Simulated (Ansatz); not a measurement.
**C₂H₇F₂NOSi: one species, many methods**

One table from this session's results is given with a row withheld; the runs are named, their logs left out.

Program: Ansatz 0.2.0, Gaussian basis. Level of theory: functionals in def2-TZVPP, the program's frozen cores in correlated methods. These are calculated values, not measurements.

Plan: PBE-D4, r2SCAN-D4, PBE0-D4, B3LYP-D4, ωB97X-V, ωB97M-V, B2PLYP; CCSD(T)/def2-TZVPP; MP2/def2-QZVPP; extrapolation to the limit.

## The relaxed structure

The geometry comes from an earlier relaxation with PBE0-D4 in a triple-zeta def2 set; it is a stationary point, not always the lowest conformer.

14 atoms, charge 0, spin multiplicity 1.

Atoms are counted from 1 here; the program's logs count them from 0.

Bond lengths: C1–N2 1.448 Å, C1–H8 1.091 Å, C1–H9 1.094 Å, C1–H10 1.095 Å, N2–Si3 1.674 Å, N2–H11 1.006 Å, Si3–F4 1.593 Å, Si3–F5 1.587 Å, Si3–O6 1.612 Å, O6–C7 1.413 Å, C7–H12 1.091 Å, C7–H13 1.094 Å, C7–H14 1.093 Å. Angles: N2–C1–H8 109.7°, N2–C1–H9 111.1°, N2–C1–H10 112.6°, H8–C1–H9 107.2°, H8–C1–H10 107.7°, H9–C1–H10 108.4°, C1–N2–Si3 126.4°, C1–N2–H11 114.9°, Si3–N2–H11 118.0°, N2–Si3–F4 115.5°, N2–Si3–F5 108.9°, N2–Si3–O6 108.2°, F4–Si3–F5 102.9°, F4–Si3–O6 108.1°, F5–Si3–O6 113.3°, Si3–O6–C7 126.5°, O6–C7–H12 108.1°, O6–C7–H13 111.5° and more.

Set-up of the first run:

The input, in.yaml:

```yaml
crystal:
  periodic: [false, false, false]
  atoms:
    - {symbol: C, position_ang: [-0.949286, 2.323317, -0.745822]}
    - {symbol: N, position_ang: [-0.928619, 0.954670, -0.272371]}
    - {symbol: Si, position_ang: [0.421253, -0.023112, -0.117630]}
    - {symbol: F, position_ang: [0.968698, -0.655690, -1.473091]}
    - {symbol: F, position_ang: [1.642181, 0.860221, 0.379860]}
    - {symbol: O, position_ang: [0.056764, -1.230722, 0.885581]}
    - {symbol: C, position_ang: [0.734910, -2.465625, 0.995634]}
    - {symbol: H, position_ang: [0.062790, 2.730741, -0.735754]}
    - {symbol: H, position_ang: [-1.558779, 2.956118, -0.094651]}
    - {symbol: H, position_ang: [-1.332916, 2.408477, -1.768113]}
    - {symbol: H, position_ang: [-1.834325, 0.531830, -0.156748]}
    - {symbol: H, position_ang: [0.065034, -3.177174, 1.480068]}
    - {symbol: H, position_ang: [1.018361, -2.856641, 0.014551]}
    - {symbol: H, position_ang: [1.633933, -2.356430, 1.608476]}
basis:
  gaussian: {orbitals: def2-TZVPP}
hamiltonian: {xc: pbe, dispersion: d4}
output: {forces: true, orbitals: {seedname: orbitals}}
```

On the command line:

```
> ansatz run in.yaml --threads 2 --pin off --events-out ev --progress --plain --max-ram 22528MiB --backend cuda --devices 0, --max-vram 18GiB
```

Steps of the session up to this table: PBE-D4 (GGA); r2SCAN-D4 (meta-GGA); PBE0-D4 (hybrid); B3LYP-D4 (hybrid); ωB97X-V (range-separated); ωB97M-V (range-separated); B2PLYP (double hybrid); CCSD(T) in def2-TZVPP; MP2 in def2-QZVPP.

One of the session's tables, all rows but one given; the rest of the session is left out.

```
            method  atomisation energy (kcal/mol)
            PBE-D4                         1379.3
         r2SCAN-D4                         1357.4
           PBE0-D4                              ?
          B3LYP-D4                         1355.9
           ωB97X-V                         1361.2
           ωB97M-V                         1362.0
            B2PLYP                         1344.8
     HF/def2-TZVPP                          989.4
    MP2/def2-TZVPP                         1354.1
   CCSD/def2-TZVPP                         1304.3
CCSD(T)/def2-TZVPP                         1323.0
           MP2/CBS                         1392.8
       CCSD(T)/CBS                         1361.8
```

Q: Estimate the row for PBE0-D4 from the others.

The run gave: atomisation energy (kcal/mol): 1352.3. In the column «atomisation energy (kcal/mol)» it lies between B2PLYP (1344.8) and MP2/def2-TZVPP (1354.1).

To keep in mind: Free atoms (2 C, 1 N, 1 Si, 2 F, 1 O, 7 H) were run apart at each level; the atomisation energy is their sum less the molecule, without zero-point or spin-orbit terms.
